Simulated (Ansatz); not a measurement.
# C₂H₆AlFO: up Jacob's ladder to CCSD(T)

An exercise on one series of results from a longer session: the logs are not shown, and one member is left open.

Method: functionals in def2-TZVPP, the program's frozen cores in correlated methods; program: Ansatz 0.2.0, Gaussian basis.

The runs, in order: PBE-D4, r2SCAN-D4, PBE0-D4, B3LYP-D4, ωB97X-V, ωB97M-V, B2PLYP; CCSD(T)/def2-TZVPP; MP2/def2-QZVPP; extrapolation to the limit.

### The relaxed structure

An earlier PBE0-D4 in a triple-zeta def2 set relaxation fixed the geometry.

SMILES `C[O][AlH][CH2]F`, 11 atoms, charge 0, spin multiplicity 1.

Atoms are counted from 1 here; the program's logs count them from 0.

Bond lengths: C1–O2 1.399 Å, C1–H6 1.095 Å, C1–H7 1.095 Å, C1–H8 1.095 Å, O2–Al3 1.678 Å, Al3–C4 1.983 Å, Al3–H9 1.579 Å, C4–F5 1.401 Å, C4–H10 1.098 Å, C4–H11 1.098 Å. Angles: O2–C1–H6 109.9°, O2–C1–H7 109.9°, O2–C1–H8 112.4°, H6–C1–H7 107.8°, H6–C1–H8 108.4°, H7–C1–H8 108.4°, C1–O2–Al3 138.0°, O2–Al3–C4 120.8°, O2–Al3–H9 117.6°, C4–Al3–H9 121.6°, Al3–C4–F5 111.6°, Al3–C4–H10 112.1°, Al3–C4–H11 112.1°, F5–C4–H10 107.5°, F5–C4–H11 107.5°, H10–C4–H11 105.7°.

The first run:

in.yaml reads:

```yaml
crystal:
  periodic: [false, false, false]
  atoms:
    - {symbol: C, position_ang: [-0.020516, 1.387885, 1.401307]}
    - {symbol: O, position_ang: [0.627774, 0.160682, 1.223613]}
    - {symbol: Al, position_ang: [0.694660, -1.058612, 0.072917]}
    - {symbol: C, position_ang: [-0.367893, -0.938443, -1.596616]}
    - {symbol: F, position_ang: [-1.119657, 0.243316, -1.644562]}
    - {symbol: H, position_ang: [0.719641, 2.187039, 1.511863]}
    - {symbol: H, position_ang: [-0.622724, 1.361316, 2.315259]}
    - {symbol: H, position_ang: [-0.676783, 1.637699, 0.561360]}
    - {symbol: H, position_ang: [1.630484, -2.295232, 0.371654]}
    - {symbol: H, position_ang: [0.266495, -0.963541, -2.492507]}
    - {symbol: H, position_ang: [-1.066080, -1.779208, -1.703388]}
basis:
  gaussian: {orbitals: def2-TZVPP}
hamiltonian: {xc: pbe, dispersion: d4}
output: {forces: true, orbitals: {seedname: orbitals}}
```

Command:

```bash
ansatz run in.yaml --threads 4 --pin off --events-out ev --progress --plain --max-ram 10444MiB
```

Steps of the session up to this table: PBE-D4 (GGA); r2SCAN-D4 (meta-GGA); PBE0-D4 (hybrid); B3LYP-D4 (hybrid); ωB97X-V (range-separated); ωB97M-V (range-separated); B2PLYP (double hybrid); CCSD(T) in def2-TZVPP; MP2 in def2-QZVPP.

One of the session's tables, all rows but one given; the rest of the session is left out.

It belongs to the step «Atomisation energies». 

```
            method  atomisation energy (kJ/mol)
            PBE-D4                       4039.4
         r2SCAN-D4                       3982.9
           PBE0-D4                       3958.1
          B3LYP-D4                       3970.4
           ωB97X-V                            ?
           ωB97M-V                       3984.1
            B2PLYP                       3934.2
     HF/def2-TZVPP                       2893.2
    MP2/def2-TZVPP                       3947.4
   CCSD/def2-TZVPP                       3821.2
CCSD(T)/def2-TZVPP                       3875.5
           MP2/CBS                       4051.1
       CCSD(T)/CBS                       3979.1
```

**Question.** Estimate the row for ωB97X-V.

The run gave: atomisation energy (kJ/mol): 3983.9. In the column «atomisation energy (kJ/mol)» it lies between r2SCAN-D4 (3982.9) and ωB97M-V (3984.1).

Limits of these values: Free atoms (2 C, 1 O, 1 Al, 1 F, 6 H) were run apart at each level; the atomisation energy is their sum less the molecule, without zero-point or spin-orbit terms.
